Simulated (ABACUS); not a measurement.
Runs of ABACUS 3.10.1 on HfIn4SiO6. Symmetry: C2/m, No. 12, monoclinic system. Conventional cell: a = 4.828 Å, b = 16.259 Å, c = 4.833 Å, α = 90.00°, β = 101.89°, γ = 90.00°. Around Hf (site symmetry 2/m) lie 6 O at 2.03 to 2.13 Å. In (site symmetry 2) is surrounded by 2 O at 2.31 Å. Around In (site symmetry 2) lie 2 O at 2.30 Å. Around Si (site symmetry 2/m) lie 6 O at 1.72 to 1.89 Å. O (site symmetry m) has 1 Si at 1.72 Å as nearest neighbours. O (site symmetry 1) has 1 Si at 1.89 Å and 1 Hf at 2.13 Å as nearest neighbours. The cell was built by a generator and needn't be a form met in nature.

```csv
task,level,k mesh,symmetry key,path,points for each segment of the path,gap on the mesh (eV),pressure (GPa),largest force (eV/Å)
single point,WC,4 × 4 × 4,1,-,-,0.30,-1.8,0.82
single point,PBEsol,4 × 4 × 4,1,-,-,0.31,-1.8,(a)
single point,PW91,4 × 4 × 4,1,-,-,0.28,(b),0.60
single point,LDA,4 × 4 × 4,1,-,-,0.28,-5.0,1.24
single point,PBE,4 × 4 × 4,1,-,-,0.30,2.2,0.60
```

Alike in all rows: potentials or basis SG15 ONCV 1.2 PBE, DZP LCAO (the cutoffs set its grid); no spin polarisation; cell as given; cutoff (eV) 1361; smearing fermi-dirac 0.05 eV.

Task: Fill in the values left out.

Result: (a) 0.87; (b) 1.8.

Caveats: the atomic orbitals were generated for these runs and aren't a published set; spin-orbit coupling is left out, which moves the levels of the heavy elements; the basis of atomic orbitals isn't converged, which shifts pressures, moduli and gaps; the potentials were made for another functional, which shifts forces and pressure (some runs).

A k mesh can miss the band edges, and the runs leave out spin-orbit coupling on Hf, In.
